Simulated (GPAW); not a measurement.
LiBe: density of states with PBEsol+D3(BJ)

Crystal: LiBe.

```
Be Li
1.0
     2.81115    0.00000    0.00000
     0.00000    2.81115    0.00000
     0.00000    0.00000    2.81115
Be Li
1 1
Direct
  0.49935 0.49793 0.50057
  0.99724 0.99952 0.00015
```

The cell comes from a database or a generator and needn't be the stable form of this composition.

The cell isn't the ideal one: atoms moved at random, drawn with an rms of 0.02 Å.

- Program: GPAW 26.7.0
- Task: density of states
- Functional: PBEsol
- Dispersion: D3(BJ)
- Potentials or basis: PAW data sets generated in the run's folder for this functional
- Cutoff: 800 eV
- Basis: pw
- k mesh: 9 × 9 × 9
- Occupations: methfessel-paxton, width 0.2 eV
- Spin: no spin polarisation
- Smearing order: 1
- Maxiter: 150
- k mesh for the DOS: 13 × 13 × 13
- Dos width: 0 eV

```json
{
 "Pressure": "-3.4 GPa",
 "Largest force": "0.033 eV/Å",
 "Band gap on the k mesh": "none (metal or under the smearing width)",
 "Dispersion energy per atom": "-0.229 eV",
 "Density of states at the Fermi level": "0.64 states/eV per cell"
}
```

Forces in eV/Å, atoms in the order of the input:
```
Be  -0.026  0.020 -0.005
Li   0.026 -0.020  0.005
```

Levels at points of the mesh, in eV from the Fermi level:
```csv
k point,band 1,band 2,band 3,band 4
"(0.00, 0.00, 0.00)",-6.55,6.14,6.14,6.14
```

States per cell in windows of 1 eV (zero at the Fermi level; states under -8 eV left out):
| from (eV) | total |
| --- | --- |
| -8.0 | 0.00 |
| -7.0 | 0.05 |
| -6.0 | 0.26 |
| -5.0 | 0.39 |
| -4.0 | 0.50 |
| -3.0 | 0.38 |
| -2.0 | 0.62 |
| -1.0 | 0.79 |
| 0.0 | 0.54 |
| 1.0 | 0.31 |
| 2.0 | 0.50 |
| 3.0 | 0.56 |
| 4.0 | 0.45 |
| 5.0 | 0.45 |

Wall time 2.8 min on 1 thread of Arm Neoverse V1 (shared host), peak memory 0.9 GiB.

Caveat: this smearing can pin the Fermi level at a band edge; pairwise dispersion overbinds metals, which lowers pressure and volume.
